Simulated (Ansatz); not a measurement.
# FGeH: the cost of one run

Program: Ansatz 0.2.0, Gaussian basis. Level of theory: cc-pVTZ, core rule «outside noble gas», up to 15 orbitals frozen. These are calculated values, not measurements.

The runs, in order: UHF; CCSD(T) on ROHF; CCSD(T) on UHF; BCCD(T) on ROHF; CCSDT(Q) on ROHF; CCSDT(Q) on UHF.

14 further runs of the same task are left out: 10 for a known fault of the program, 4 set aside as unsound or not needed.

### Step 1. The geometry

The geometry is a PBE0/def2-TZVP stationary point (not a proven minimum) of the parent state, kept for this charge and spin. No spin-orbit coupling is included. The filled d shell of Ge may be among the frozen orbitals whatever the setting's name suggests; the logs give the count.

3 atoms, charge 1, spin multiplicity 4.

Atoms are counted from 1 here; the program's logs count them from 0.

Bond lengths: Ge1–F2 1.745 Å, Ge1–H3 1.562 Å. Angles: F2–Ge1–H3 113.0°.

Coordinates:

```xyz
3
FGeH
Ge    0.0000   -0.0395    0.3494
F     0.0000    0.0792   -1.3917
H     0.0000    1.3536    1.0549
```

### Step 2. UHF

File in.yaml:

```yaml
crystal:
  periodic: [false, false, false]
  atoms:
    - {symbol: Ge, position_ang: [0.000000, -0.039495, 0.349357]}
    - {symbol: F, position_ang: [0.000000, 0.079196, -1.391730]}
    - {symbol: H, position_ang: [0.000000, 1.353574, 1.054945]}
basis:
  gaussian: {orbitals: cc-pVTZ}
total_charge: 1
magnetization: {spin_polarized: true, initial_magnetization: 3}
hamiltonian: {xc: hf}
output: {orbitals: {seedname: orbitals}}
```

On the command line:

```sh
$ ansatz run in.yaml --threads 1 --pin off --events-out ev --progress --plain --max-ram 2816MiB --backend cpu
```

**Question.** How long does this run take on 1 thread of AMD EPYC 7R13, shared host, and how much memory does it need?

About 11 s, with a peak of 0.27 GiB.
